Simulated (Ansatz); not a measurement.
Runs of Ansatz 0.2.0 on WF. The structure is trigonal, space group R3m (No. 160). Conventional cell: a = 2.732 Å, b = 2.732 Å, c = 15.209 Å, α = 90.00°, β = 90.00°, γ = 120.00°. W (site symmetry 3m) is surrounded by 1 F at 1.87 Å. Around F (site symmetry 3m) lie 1 W at 1.87 Å. The cell was built by a generator and needn't be a form met in nature.

| screening (1/Å) | gap on the mesh (eV) | pressure (GPa) | largest force (eV/Å) |
| --- | --- | --- | --- |
| 0.4 | none | -5.5 | 0.49 |
| 0.15 | none | -7.2 | 0.61 |
| 0.6 | none | -4.6 | 0.39 |
| 0.2 | none | -6.8 | 0.59 |
| 0.1 | none | (b) | (a) |
| 0.3 | none | -6.1 | (c) |

Alike in all rows: task single point; level HSE06 form with a typed share of exact exchange; potentials or basis Ansatz PAW; no spin polarisation; cell as given; k mesh 6 × 6 × 6; cutoff (eV) 420; smearing fermi-dirac 0.05 eV; the mesh is coarse, so values aren't converged.

Estimate the missing entries.

(a) 0.65; (b) -8.0; (c) 0.54.

Caveats: all runs use coarse meshes; an odd number of electrons without spin polarisation forces a metal; a magnetic or distorted state may lie lower; the PAW data sets come from PBE, with cores solved anew for the run's functional, which leaves a small shift of forces and pressure; the thresholds are loose for stress.

A k mesh can miss the band edges, and the runs leave out spin-orbit coupling on W.

A gap of «none» marks a metal or a gap under the smearing width.
